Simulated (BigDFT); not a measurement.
# SiSnH6 in BigDFT: convergence with coarse region

Input of the first run (coarse region 3); the others differ in this setting and in those tied to it:

The input input.yaml:

```yaml
dft:
  hgrids: 0.28
  rmult: [3.0, 8.0]
  ixc: -1009
  gnrm_cv: 3.e-05
  ncong: 6
  idsx: 6
  itermax: 80
  nrepmax: 2
ig_occupation:
  H: {1s: 1.0}
  Si: {3p: 2.0, 3s: 2.0}
  Sn: {5p: 2.0, 5s: 2.0}
```

File posinp.xyz:

```xyz
8 angstroem
free
Si    6.2948340000    6.2292240000    5.3622400000
Sn    7.5037760000    5.9694360000    7.6308180000
H     4.7635840000    6.4595880000    5.6196660000
H     6.3699860000    4.9958520000    4.4651100000
H     6.8451880000    7.3606800000    4.5689410000
H     7.3791060000    7.3932360000    8.4946550000
H     9.1052640000    5.7247440000    7.3140860000
H     6.9612760000    4.7100840000    8.4124430000
```

Potentials or basis: UZH-GTH-PBE (H q1, Si q4, Sn q4).

Command:

```sh
$ OMP_NUM_THREADS=1 bigdft  # reads input.yaml, posinp.xyz, psppar.H, psppar.Si, psppar.Sn
```

The cell isn't the ideal one: atoms moved at random.

Hardware: 1 thread of Intel(R) Xeon(R) Platinum 8488C (Sapphire Rapids), on a shared host.

```csv
coarse region,"energy less the tightest run, at zero smearing (meV/atom)",largest force (eV/Å),SCF cycles,CPU time (s),peak memory (GiB)
3,165.40,2.159,17,45,1.1
4,12.50,2.337,18,49,1.1
5,1.01,2.369,17,67,1.1
6,0.08,2.372,16,84,1.1
7,0.01,2.372,17,130,1.4
8,0.00,2.372,17,200,1.9
```

Against the tightest run, the energy stays within 1 meV/atom from 6 on; the largest force stays within 0.005 eV/Å from 5 on. The tightest run that finished is the yardstick and may itself not be fully converged.

Caveat, for the tightest run too: the potentials were made for another functional, which shifts forces and pressure; boundaries are free: the box only frames the coordinates.
